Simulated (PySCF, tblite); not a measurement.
**C3H6BFO2: geometry, infrared bands and NMR shifts**

What infrared bands and NMR shifts should C3H6BFO2 (`C=CCOB(O)F`) show?

The runs use tblite 0.8.0 and PySCF 2.14.0, with density-fitted response routines of our own; the level of theory stands in each step. All values are computed, except where a source is named. Atoms count from 0, in the outputs and in this text.

### 1 Starting geometry

13 atoms, charge 0, multiplicity 1; geometry from: force field or distance geometry start.

Bonds of the start (Å): C0–C1 1.32, C1–C2 1.50, C2–O3 1.38, O3–B4 1.47, B4–O5 1.48, B4–F6 1.48, C0–H7 1.10, C0–H8 1.07, C1–H9 1.08, C2–H10 1.12, C2–H11 1.10, O5–H12 0.98.

### 2 Optimising the geometry with GFN2-xTB

What the job is given:

```
{"job": {"kind": "relax", "xc": "GFN2-xTB", "basis": "xTB"}, "charge": 0, "multiplicity": 1}
C     -2.496300     0.071800     0.096000
C     -1.483900    -0.764400    -0.001100
C     -0.098600    -0.289000     0.333000
O      0.684100    -0.433700    -0.792200
B      2.064900     0.008000    -0.560100
O      2.315800     1.280800     0.143400
F      2.939200    -0.156100    -1.737300
H     -3.527400    -0.228800    -0.124800
H     -2.298700     1.079200     0.400300
H     -1.579900    -1.803300    -0.281700
H      0.295800    -0.990000     1.109700
H     -0.084600     0.714000     0.785200
H      3.265300     1.511700     0.028200
```

On the command line:

```
$ OMP_NUM_THREADS=1 python probes_run.py task.json out
```

The driver reads the jobs from task.json and runs them one after another.

**Question.** This job is followed by: GFN2-xTB harmonic vibrations, gas phase; GIAO PBE0/pcSseg-1 NMR shielding, non-relativistic, gas phase. What will the session give for the following? strongest single infrared mode (GFN2-xTB); zero-point energy (GFN2-xTB); 13C shifts against TMS (PBE0/pcSseg-1); 1H shifts against TMS (PBE0/pcSseg-1, means over atoms taken as alike); 17O shifts against H2O (PBE0/pcSseg-1); 11B shifts against BF3·OEt2 (PBE0/pcSseg-1); 19F shifts against CFCl3 (PBE0/pcSseg-1); surface potential, 1st and 99th percentile.

As calculated:

| quantity | value |
| --- | --- |
| strongest single infrared mode (GFN2-xTB) | 1389 cm⁻¹, 635 km/mol |
| zero-point energy (GFN2-xTB) | 58.8 kcal/mol |
| 13C shifts against TMS (PBE0/pcSseg-1) | 147.1, 120.3, 71.3 ppm |
| 1H shifts against TMS (PBE0/pcSseg-1, means over atoms taken as alike) | 6.45, 5.43, 5.41, 4.86, 3.57 ppm |
| 17O shifts against H2O (PBE0/pcSseg-1) | 90.0, 81.1 ppm |
| 11B shifts against BF3·OEt2 (PBE0/pcSseg-1) | 14.8 ppm |
| 19F shifts against CFCl3 (PBE0/pcSseg-1) | -133.8 ppm |
| surface potential, 1st and 99th percentile | -1.25 V and 2.44 V |

Relaxing lowered the energy by 1.481 eV in 77 steps; the close pair that moved most is O3–B4, from 1.468 to 1.330 Å. All 33 modes are real, so the xTB geometry is a minimum. The strongest single mode, at 1389 cm⁻¹, moves mainly B4. Unscaled tight-binding wavenumbers are off by several per cent, some by more. Its intensities can rank the bands wrongly. The most deshielded carbon is C1 (alkene CH), at 147.1 ppm: as expected for a trigonal carbon in a double bond. The most deshielded hydrogen is H9 (hydrogen on an alkene CH), at 6.45 ppm: attached to an sp2 carbon and in the plane of the double bond. At PBE0/pcSseg-1: The widest tensor belongs to C1: span 226 ppm, with a paramagnetic part of -216 ppm.
